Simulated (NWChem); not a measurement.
# Ge2NH7 (SMILES [GeH3][NH][GeH3]): levels of theory compared

Aim: a comparison of 3 runs (HF/STO-3G, HF/def2-SVP, PBE0/def2-SVP) of Ge2NH7. 

Program for the calculation: NWChem 7.3.0.

## Step 1: Starting point

Ge2NH7: 10 atoms, total charge 0, spin state singlet. SMILES: `[GeH3][NH][GeH3]`. The shape is that of a PBE0-D4/def2-TZVP optimisation.

Bond lengths: Ge1–N2 1.837 Å, N2–Ge3 1.837 Å, Ge1–H4 1.546 Å, Ge1–H5 1.538 Å, Ge1–H6 1.536 Å, N2–H7 1.010 Å, Ge3–H8 1.546 Å, Ge3–H9 1.536 Å, Ge3–H10 1.538 Å. Some angles: Ge1–N2–Ge3 123.9°, Ge1–N2–H7 113.9°, Ge3–N2–H7 113.9°, N2–Ge1–H4 113.1°, N2–Ge1–H5 108.1°, N2–Ge1–H6 106.5°, N2–Ge3–H8 113.1°, N2–Ge3–H9 106.5°, N2–Ge3–H10 108.1°, H4–Ge1–H5 108.8°.

## Step 2: Energy and forces at HF/STO-3G (run 1)

Input file m1.nw:

```
start m1
title "Ge2H7N"
memory 2200 mb
geometry noautosym nocenter noautoz
  Ge      -1.136700       0.838400      -0.787900
  N        0.497400       0.029800      -0.565300
  Ge       1.037800      -0.779200       0.992600
  H       -2.294900      -0.171700      -0.957500
  H       -1.064200       1.726200      -2.041700
  H       -1.384200       1.678300       0.474600
  H        0.850100      -0.415700      -1.400700
  H        0.370500      -2.154500       1.224800
  H        0.645000       0.168600       2.136200
  H        2.562400      -0.971400       0.927800
end
basis spherical bse
  * library STO-3G
end
scf
  thresh 1e-08
  maxiter 80
  noprint "final vectors analysis"
end
task scf gradient
```

On the command line:

```console
$ nwchem m1.nw > m1.out
```

Output:

```text
[...]
  functions       =    48
[...]
  wavefunction    = RHF
[...]
         Total SCF energy =  -4161.358324398435
      One-electron energy =  -6673.413598063963
      Two-electron energy =   2094.949006704652
 Nuclear repulsion energy =    417.106266960877
        Time for solution =      4.3s
[...]
                         RHF ENERGY GRADIENTS
    atom               coordinates                        gradient
                 x          y          z           x          y          z
   1 Ge     -2.148052   1.584346  -1.488915   -0.000707  -0.003963   0.000875
   2 N       0.939950   0.056314  -1.068262    0.026842  -0.001179  -0.033848
   3 Ge      1.961158  -1.472474   1.875742   -0.003381  -0.001960  -0.001309
   4 H      -4.336732  -0.324466  -1.809413   -0.029612  -0.025100  -0.004454
   5 H      -2.011046   3.262045  -3.858254    0.003426   0.021650  -0.031506
   6 H      -2.615759   3.171527   0.896864   -0.004464   0.020418   0.032369
   7 H       1.606456  -0.785559  -2.646939   -0.003026   0.004108   0.007440
   8 H       0.700143  -4.071415   2.314536   -0.016494  -0.034876   0.006292
   9 H       1.218873   0.318608   4.036833   -0.010622   0.024990   0.027313
  10 H       4.842234  -1.835680   1.753288    0.038039  -0.004087  -0.003171
[...]
```

Run time: 6.3 s. Hardware: 1 thread of AMD EPYC 9R14 (Zen 4), shared host; peak memory 0.1 GiB.

## Step 3: Energy and gradient at HF/def2-SVP (run 2)

Input file ge2h7n.nw:

```
START ge2h7n
TITLE "Ge2H7N gradient"
memory 2200 mb

GEOMETRY units atomic noautosym nocenter noautoz
  Ge    -2.14805169     1.58434638    -1.48891521
  N      0.93994977     0.05631384    -1.06826218
  Ge     1.96115777    -1.47247460     1.87574215
  H     -4.33673248    -0.32446598    -1.80941276
  H     -2.01104654     3.26204524    -3.85825383
  H     -2.61575890     3.17152735     0.89686402
  H      1.60645618    -0.78555915    -2.64693938
  H      0.70014353    -4.07141494     2.31453656
  H      1.21887335     0.31860782     4.03683295
  H      4.84223422    -1.83567996     1.75328790
END

BASIS spherical bse
  * library def2-SVP
END

SCF
  thresh 1e-08
  maxiter 80
END

TASK scf gradient
```

On the command line:

```console
$ nwchem ge2h7n.nw > ge2h7n.out
```

Output:

```text
[...]
  functions       =   113
[...]
  wavefunction    = RHF
[...]
         Total SCF energy =  -4208.689981105776
      One-electron energy =  -6701.181939859218
      Two-electron energy =   2075.385721804255
 Nuclear repulsion energy =    417.106236949187
        Time for solution =     26.9s
[...]
                         RHF ENERGY GRADIENTS
    atom               coordinates                        gradient
                 x          y          z           x          y          z
   1 Ge     -2.148052   1.584346  -1.488915   -0.000978  -0.002451   0.001674
   2 N       0.939950   0.056314  -1.068262    0.003351   0.006913   0.002199
   3 Ge      1.961158  -1.472475   1.875742   -0.002985  -0.000940   0.000039
   4 H      -4.336732  -0.324466  -1.809413   -0.001594  -0.001223  -0.000186
   5 H      -2.011047   3.262045  -3.858254    0.000983   0.000590  -0.001186
   6 H      -2.615759   3.171527   0.896864    0.000843   0.000425   0.001613
   7 H       1.606456  -0.785559  -2.646939    0.000664  -0.003470  -0.003954
   8 H       0.700144  -4.071415   2.314537   -0.000848  -0.001799   0.000435
   9 H       1.218873   0.318608   4.036833   -0.000812   0.001650   0.000239
  10 H       4.842234  -1.835680   1.753288    0.001376   0.000305  -0.000873
[...]
```

Wall time 33 s (1 thread of AMD EPYC 9R14 (Zen 4), shared host); peak memory 0.1 GiB.

## Step 4: Energy and forces at PBE0/def2-SVP (run 3)

Input file ge2h7n.nw:

```
start ge2h7n
memory total 2200 mb
charge 0
geometry units au noautosym nocenter noautoz
  Ge  -2.14805169   1.58434638  -1.48891521
  N    0.93994977   0.05631384  -1.06826218
  Ge   1.96115777  -1.47247460   1.87574215
  H   -4.33673248  -0.32446598  -1.80941276
  H   -2.01104654   3.26204524  -3.85825383
  H   -2.61575890   3.17152735   0.89686402
  H    1.60645618  -0.78555915  -2.64693938
  H    0.70014353  -4.07141494   2.31453656
  H    1.21887335   0.31860782   4.03683295
  H    4.84223422  -1.83567996   1.75328790
end
basis spherical bse
  * library def2-SVP
end
dft
  xc pbe0
  mult 1
  grid fine
  convergence energy 1e-08
  iterations 100
  mulliken
  noprint "final vectors analysis"
end
task dft gradient
```

On the command line:

```console
$ nwchem ge2h7n.nw > ge2h7n.out
```

Output, cut to the lines that bear on the results:

```text
[...]
          Wavefunction type:  closed shell.
          No. of atoms     :    10
          No. of electrons :    78
[...]
          Charge           :     0
          Spin multiplicity:     1
[...]
          AO basis - number of functions:   113
[...]
              XC Information
              --------------
                         PBE0 Method XC Functional
                     Hartree-Fock (Exact) Exchange  0.250
          PerdewBurkeErnzerhof Exchange Functional  0.750
            Perdew 1991 LDA Correlation Functional  1.000 local
           PerdewBurkeErnz. Correlation Functional  1.000 non-local
[...]
 d= 0,ls=0.0,diis     1  -4211.7511359994 -4.63D+03  8.60D-03  4.02D-01     3.3
[...]
 d= 0,ls=0.0,diis     8  -4211.8022400681 -8.69D-10  5.93D-07  1.30D-08    19.9
         Total DFT energy =    -4211.802240068137
      One electron energy =    -6700.187149615070
           Coulomb energy =     2238.338255842019
    Exchange-Corr. energy =     -167.059583244273
 Nuclear repulsion energy =      417.106236949187
[...]
      Total Density - Mulliken Population Analysis
     ---------------------------------------------
[...]
  wavefunction    = closed shell
                         DFT ENERGY GRADIENTS
    atom               coordinates                        gradient
                 x          y          z           x          y          z
   1 Ge     -2.148052   1.584346  -1.488915   -0.000064  -0.000218   0.000207
   2 N       0.939950   0.056314  -1.068262    0.002546  -0.001649  -0.004596
   3 Ge      1.961158  -1.472475   1.875742   -0.000318  -0.000012   0.000008
   4 H      -4.336732  -0.324466  -1.809413    0.000782   0.000261   0.000168
   5 H      -2.011047   3.262045  -3.858254    0.000065  -0.000551   0.000615
   6 H      -2.615759   3.171527   0.896864    0.000277  -0.000517  -0.000378
   7 H       1.606456  -0.785559  -2.646939   -0.002570   0.002144   0.005094
   8 H       0.700144  -4.071415   2.314537    0.000123   0.000731  -0.000362
   9 H       1.218873   0.318608   4.036833   -0.000034  -0.000292  -0.000650
  10 H       4.842234  -1.835680   1.753288   -0.000807   0.000104  -0.000106
[...]
```

Run time: 27 s. Hardware: 1 thread of AMD EPYC 9R14 (Zen 4), shared host; peak memory 0.13 GiB.

## Step 5: All runs side by side

```tsv
run	level	iteration cap	module	energy (Eh)	dipole moment (D)	largest force (eV/Å)	wall time
1	HF/STO-3G	80	scf	-4161.358324	0.73	2.222	6.3 s
2	HF/def2-SVP	80	scf	-4208.689981	0.74	0.411	33 s
3	PBE0/def2-SVP	100	dft	-4211.802240	0.70	0.313	27 s
```

## Step 6: Outcome

| quantity | value |
| --- | --- |
| run 3: total energy | -4211.80224 Eh |
| run 3: dipole moment | 0.70 D |
| run 3: largest force on an atom | 0.313 eV/Å |

In words: The dipole moment (its size) runs from 0.70 D (PBE0/def2-SVP) to 0.74 D (HF/def2-SVP). In run 1 the basis is minimal, so the values are rough. All runs together took 66 s, the longest 33 s.
